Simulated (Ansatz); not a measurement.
# As: the cost of one run

Program: Ansatz 0.2.0. Level of theory: DFT PBEsol, scalar-relativistic, plane waves, PAW. These are calculated values, not measurements.

## (1) The starting structure

Symmetry: I4/mmm, No. 139, tetragonal system. Conventional cell: a = 8.515 Å, b = 8.515 Å, c = 2.861 Å, α = 90.00°, β = 90.00°, γ = 90.00°. Bi (site symmetry 4/mmm) is surrounded by 2 Bi at 2.86 Å.

Structure file:

```
Bi
1.0
    -4.25748    4.25748    1.43056
     4.25748   -4.25748    1.43056
     4.25748    4.25748   -1.43056
Bi
1
Direct
  0.00000 0.00000 0.00000
```

The structure comes from the Materials Project (structure only).

## (2) One element swapped, cell strained: Bi → As, first probe

Against the listed cell: As takes all sites of Bi, and lengths are scaled by 0.882 as a first guess of the size; strain xx, yy, zz, yz, xz, xy = -0.7, -0.7, -2.2, +0.0, +0.0, +0.0 %.

Contents of input.yaml:

```yaml
crystal:
  lattice:
    - [-3.7305664771, 3.7305664771, 1.2345785492]
    - [3.7305664771, -3.7305664771, 1.2345785492]
    - [3.7305664771, 3.7305664771, -1.2345785492]
  atoms:
    - { symbol: As, position: [0.0, 0.0, 0.0] }
basis:
  ecutwfc: 420
kpoints:
  mp_grid: { grid: [8, 8, 8] }
hamiltonian:
  xc: pbesol
scf:
  occupations: { method: gaussian, width: 0.1 }
output:
  forces: true
  stress: true
  eigenvalues: true
```

What time and memory should one allow on 1 thread of an x86-64 CPU, shared host?

About 1.2 s, with a peak of 0.39 GiB.
